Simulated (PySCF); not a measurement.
# Tl2H6: forces at shaken geometries

Aim: move all atoms of relaxed Tl2H6 at random and read energies and forces. The structure is generated, not taken from experiment.

Computed with PySCF 2.14.0. Level: B3LYP, Tl def2-SVP with ECP60, H def2-SVP; scalar-relativistic core potentials, no spin–orbit coupling.

1 further run of the same task is left out (for a known fault of the program).

### Step 1. The system as given

8 atoms, charge 0, spin multiplicity 1.

Bond lengths: Tl1–Tl2 3.160 Å, Tl1–H3 2.042 Å, Tl1–H4 2.042 Å, Tl1–H5 1.715 Å, Tl1–H6 1.715 Å, Tl2–H3 2.042 Å, Tl2–H4 2.042 Å, Tl2–H7 1.715 Å, Tl2–H8 1.715 Å. Angles: Tl2–Tl1–H3 39.3°, Tl2–Tl1–H4 39.3°, Tl2–Tl1–H5 107.3°, Tl2–Tl1–H6 107.3°, H3–Tl1–H4 78.6°, H3–Tl1–H5 103.3°, H3–Tl1–H6 103.3°, H4–Tl1–H5 103.3°, H4–Tl1–H6 103.3°, H5–Tl1–H6 145.4°, Tl1–Tl2–H3 39.3°, Tl1–Tl2–H4 39.3°, Tl1–Tl2–H7 107.3°, Tl1–Tl2–H8 107.3°, H3–Tl2–H4 78.6°, H3–Tl2–H7 103.3°, H3–Tl2–H8 103.3°, H4–Tl2–H7 103.3° and more.

As a file:

```xyz
8
charge 0, multiplicity 1
Tl    0.0000    0.0000    1.5800
Tl    0.0000    0.0000   -1.5800
H     1.2938    0.0000    0.0000
H    -1.2938    0.0000    0.0000
H     0.0000    1.6374    2.0893
H     0.0000   -1.6374    2.0893
H     0.0000    1.6374   -2.0893
H     0.0000   -1.6374   -2.0893
```

Formal oxidation states: Tl +3. An earlier session relaxed this geometry at B3LYP, Tl def2-SVP with ECP60, H def2-SVP (singlet, point group D2h).

Its energy there is -348.621095 Eh.

### Step 2. Atoms moved at random, σ = 0.06 Å

Contents of run.py (the lines that set the calculation):

```python
mol = gto.M(atom='''
Tl     0.03647    -0.07666     1.58246
Tl    -0.01588    -0.05575    -1.51727
H      1.29171    -0.04754    -0.01535
H     -1.27512    -0.06675     0.00518
H     -0.02182     1.70728     2.01026
H      0.04451    -1.61812     2.08929
H      0.00291     1.78813    -2.10815
H     -0.06279    -1.63060    -2.04641''',
    basis={'Tl': 'def2-SVP', 'H': 'def2-SVP'},
    ecp={'Tl': 'def2-SVP'},
    charge=0, spin=0)
mf = dft.RKS(mol, xc='B3LYP')
mf.grids.atom_grid = (50, 194)
mf = mf.density_fit()  # fitting sets: Tl def2-universal-JKFIT, H def2-universal-JKFIT
mf.conv_tol = 1e-08; mf.max_cycle = 55
mf.kernel(dm0)  # dm0: the density of the relaxed state
```

Command:

```
> OMP_NUM_THREADS=2 python run.py
```

What it wrote:

```text
init E= -348.587994479577
  HOMO = -0.29034628328798  LUMO = -0.0664535956925996  gap/eV = 6.09243
cycle= 1 E= -348.600755835773  delta_E= -0.0128  |g|= 0.0997  |ddm|= 0.28
  HOMO = -0.270737753600728  LUMO = -0.0567259447588855  gap/eV = 5.82356
cycle= 2 E= -348.600079008732  delta_E= 0.000677  |g|= 0.105  |ddm|= 0.337
  HOMO = -0.279373841285791  LUMO = -0.0544440016810066  gap/eV = 6.12065
cycle= 3 E= -348.605936319104  delta_E= -0.00586  |g|= 0.0065  |ddm|= 0.179
  HOMO = -0.280019362784066  LUMO = -0.0550423227705057  gap/eV = 6.12194
cycle= 4 E= -348.605950371771  delta_E= -1.41e-05  |g|= 0.00141  |ddm|= 0.0133
  HOMO = -0.280008440716814  LUMO = -0.0550109263332033  gap/eV = 6.12249
cycle= 5 E= -348.605950824667  delta_E= -4.53e-07  |g|= 0.000314  |ddm|= 0.00257
  HOMO = -0.280044875165964  LUMO = -0.0550381349265612  gap/eV = 6.12275
cycle= 6 E= -348.60595085694  delta_E= -3.23e-08  |g|= 8.67e-05  |ddm|= 0.000635
  HOMO = -0.280032398864152  LUMO = -0.0550290377676808  gap/eV = 6.12265
cycle= 7 E= -348.605950860067  delta_E= -3.13e-09  |g|= 1.43e-05  |ddm|= 0.000169
  HOMO = -0.280032471922164  LUMO = -0.0550283870304691  gap/eV = 6.12267
Extra cycle  E= -348.60595086007  delta_E= -3.52e-12  |g|= 1.56e-05  |ddm|= 5.7e-05
converged SCF energy = -348.60595086007
```

Wall time 3.3 s (2 threads of Arm Neoverse V1, shared host).

It gives: E = -348.605951 Eh (+0.412 eV from the relaxed state), HOMO -7.62 eV, LUMO -1.50 eV, Mulliken charge on Tl1 +0.24 e, largest force component 2.562 eV/Å. 

| atom | Fx | Fy | Fz (eV/Å) |
| --- | --- | --- | --- |
| Tl1 | -0.113 | 2.562 | 0.017 |
| Tl2 | 0.005 | 2.391 | -0.595 |
| H3 | 0.153 | 0.014 | 0.096 |
| H4 | -0.150 | 0.035 | 0.143 |
| H5 | 0.076 | -1.223 | -0.226 |
| H6 | 0.024 | -1.293 | 0.462 |
| H7 | -0.016 | -1.714 | 0.506 |
| H8 | 0.022 | -0.772 | -0.404 |

### Step 3. Atoms moved at random, σ = 0.15 Å

Contents of run.py (the lines that set the calculation):

```python
mol = gto.M(atom='''
Tl     0.00197     0.16078     1.51397
Tl    -0.06638    -0.17230    -1.54946
H      1.31668    -0.25684    -0.10989
H     -1.40306    -0.10326     0.23931
H      0.11595     1.74805     1.76523
H     -0.02271    -1.51780     2.20047
H      0.02119     1.37672    -2.04611
H      0.03636    -1.23535    -2.01351''',
    basis={'Tl': 'def2-SVP', 'H': 'def2-SVP'},
    ecp={'Tl': 'def2-SVP'},
    charge=0, spin=0)
mf = dft.RKS(mol, xc='B3LYP')
mf.grids.atom_grid = (50, 194)
mf = mf.density_fit()  # fitting sets: Tl def2-universal-JKFIT, H def2-universal-JKFIT
mf.conv_tol = 1e-08; mf.max_cycle = 55
mf.kernel(dm0)  # dm0: the density of the relaxed state
```

Command:

```
> OMP_NUM_THREADS=2 python run.py
```

What it wrote:

```text
init E= -348.663823711325
  HOMO = -0.252329006517073  LUMO = -0.0375573341725381  gap/eV = 5.84423
cycle= 1 E= -348.419971394877  delta_E= 0.244  |g|= 0.114  |ddm|= 0.812
  HOMO = -0.272342364003161  LUMO = -0.0692017155523645  gap/eV = 5.52774
cycle= 2 E= -348.42081706155  delta_E= -0.000846  |g|= 0.114  |ddm|= 0.424
  HOMO = -0.275536121646974  LUMO = -0.061280613093766  gap/eV = 5.83019
cycle= 3 E= -348.425940259572  delta_E= -0.00512  |g|= 0.0111  |ddm|= 0.203
  HOMO = -0.275228968355969  LUMO = -0.0605893287349435  gap/eV = 5.84064
cycle= 4 E= -348.425974637521  delta_E= -3.44e-05  |g|= 0.00225  |ddm|= 0.0196
  HOMO = -0.275195111949276  LUMO = -0.0605708696850771  gap/eV = 5.84022
cycle= 5 E= -348.425976137666  delta_E= -1.5e-06  |g|= 0.000701  |ddm|= 0.00457
  HOMO = -0.275154385204014  LUMO = -0.060530120770788  gap/eV = 5.84022
cycle= 6 E= -348.425976308688  delta_E= -1.71e-07  |g|= 0.000151  |ddm|= 0.00135
  HOMO = -0.275169044471011  LUMO = -0.060544729066045  gap/eV = 5.84023
cycle= 7 E= -348.425976315986  delta_E= -7.3e-09  |g|= 2.03e-05  |ddm|= 0.000255
  HOMO = -0.275169005730573  LUMO = -0.0605445352147918  gap/eV = 5.84023
Extra cycle  E= -348.425976316109  delta_E= -1.23e-10  |g|= 1.23e-05  |ddm|= 5.69e-05
converged SCF energy = -348.425976316109
```

Run time: 3.2 s. Hardware: 2 threads of Arm Neoverse V1, shared host.

Read off: E = -348.425976 Eh (+5.309 eV from the relaxed state), HOMO -7.49 eV, LUMO -1.65 eV, Mulliken charge on Tl1 +0.20 e, largest force component 25.420 eV/Å. 

| atom | Fx | Fy | Fz (eV/Å) |
| --- | --- | --- | --- |
| Tl1 | 0.124 | -2.549 | 0.539 |
| Tl2 | -1.938 | 23.223 | 10.229 |
| H3 | -0.228 | 0.249 | 0.315 |
| H4 | 0.086 | 0.024 | -0.791 |
| H5 | 0.192 | 1.544 | 0.357 |
| H6 | 0.114 | 0.970 | -0.231 |
| H7 | -0.201 | 1.960 | 0.000 |
| H8 | 1.851 | -25.420 | -10.418 |

### Step 4. Atoms moved at random, σ = 0.1 Å

Contents of run.py (the lines that set the calculation):

```python
mol = gto.M(atom='''
Tl    -0.25452     0.13190     1.51262
Tl     0.14971     0.05652    -1.55046
H      1.30111     0.05036     0.06958
H     -1.33717    -0.07263    -0.04727
H      0.07623     1.61826     1.98341
H      0.02916    -1.80396     2.18202
H      0.02041     1.58680    -2.01390
H      0.01508    -1.56725    -2.13600''',
    basis={'Tl': 'def2-SVP', 'H': 'def2-SVP'},
    ecp={'Tl': 'def2-SVP'},
    charge=0, spin=0)
mf = dft.RKS(mol, xc='B3LYP')
mf.grids.atom_grid = (50, 194)
mf = mf.density_fit()  # fitting sets: Tl def2-universal-JKFIT, H def2-universal-JKFIT
mf.conv_tol = 1e-08; mf.max_cycle = 55
mf.kernel(dm0)  # dm0: the density of the relaxed state
```

Command:

```
> OMP_NUM_THREADS=2 python run.py
```

What it wrote:

```text
init E= -348.582346759357
  HOMO = -0.295324953262986  LUMO = -0.0935554789500799  gap/eV = 5.49043
cycle= 1 E= -348.581370128161  delta_E= 0.000977  |g|= 0.134  |ddm|= 0.51
  HOMO = -0.245148178787066  LUMO = -0.0683297794663797  gap/eV = 4.81147
cycle= 2 E= -348.580306541787  delta_E= 0.00106  |g|= 0.139  |ddm|= 0.502
  HOMO = -0.272403436724897  LUMO = -0.0680951653418171  gap/eV = 5.55951
cycle= 3 E= -348.591479834502  delta_E= -0.0112  |g|= 0.0122  |ddm|= 0.271
  HOMO = -0.273807060476158  LUMO = -0.0697525132127836  gap/eV = 5.55261
cycle= 4 E= -348.591536118944  delta_E= -5.63e-05  |g|= 0.00402  |ddm|= 0.0275
  HOMO = -0.273767993641234  LUMO = -0.0695320158640005  gap/eV = 5.55754
cycle= 5 E= -348.591541051492  delta_E= -4.93e-06  |g|= 0.000998  |ddm|= 0.00777
  HOMO = -0.273734352608681  LUMO = -0.0695283591068385  gap/eV = 5.55673
cycle= 6 E= -348.591541350181  delta_E= -2.99e-07  |g|= 0.000231  |ddm|= 0.0019
  HOMO = -0.273734936650603  LUMO = -0.0695153181767569  gap/eV = 5.55710
cycle= 7 E= -348.591541374295  delta_E= -2.41e-08  |g|= 4.74e-05  |ddm|= 0.000497
  HOMO = -0.27373135142412  LUMO = -0.0695132872465392  gap/eV = 5.55706
cycle= 8 E= -348.591541375333  delta_E= -1.04e-09  |g|= 1.24e-05  |ddm|= 0.000113
  HOMO = -0.273731507816729  LUMO = -0.0695142323901461  gap/eV = 5.55704
Extra cycle  E= -348.591541375348  delta_E= -1.47e-11  |g|= 1.19e-05  |ddm|= 4.39e-05
converged SCF energy = -348.591541375348
```

It took 3.3 s on 2 threads of Arm Neoverse V1, shared host.

It gives: E = -348.591541 Eh (+0.804 eV from the relaxed state), HOMO -7.45 eV, LUMO -1.89 eV, Mulliken charge on Tl1 +0.21 e, largest force component 3.961 eV/Å. 

| atom | Fx | Fy | Fz (eV/Å) |
| --- | --- | --- | --- |
| Tl1 | 0.316 | -3.961 | 0.246 |
| Tl2 | 0.208 | -1.944 | 0.116 |
| H3 | -0.118 | -0.064 | -0.296 |
| H4 | -0.153 | 0.042 | 0.111 |
| H5 | 0.176 | 1.967 | 0.805 |
| H6 | -0.452 | 2.022 | -0.600 |
| H7 | -0.095 | 1.806 | -0.506 |
| H8 | 0.118 | 0.132 | 0.124 |

### Step 5. The displacements side by side

| σ (Å) | energy rise (eV) | harmonic estimate −½ F·u (eV) | largest force component (eV/Å) |
| --- | --- | --- | --- |
| 0.06 | 0.412 | 0.382 | 2.56 |
| 0.15 | 5.309 | 7.801 | 25.42 |
| 0.1 | 0.804 | 0.681 | 3.96 |

Every displacement raises the energy. For a harmonic well the rise equals −½ F·u; the two differ by at most 47 % here (a move with σ = 0.15 Å), from anharmonicity, the grid and the small forces left at the relaxed point. The bases are small and lack diffuse functions. Spin–orbit coupling is left out.
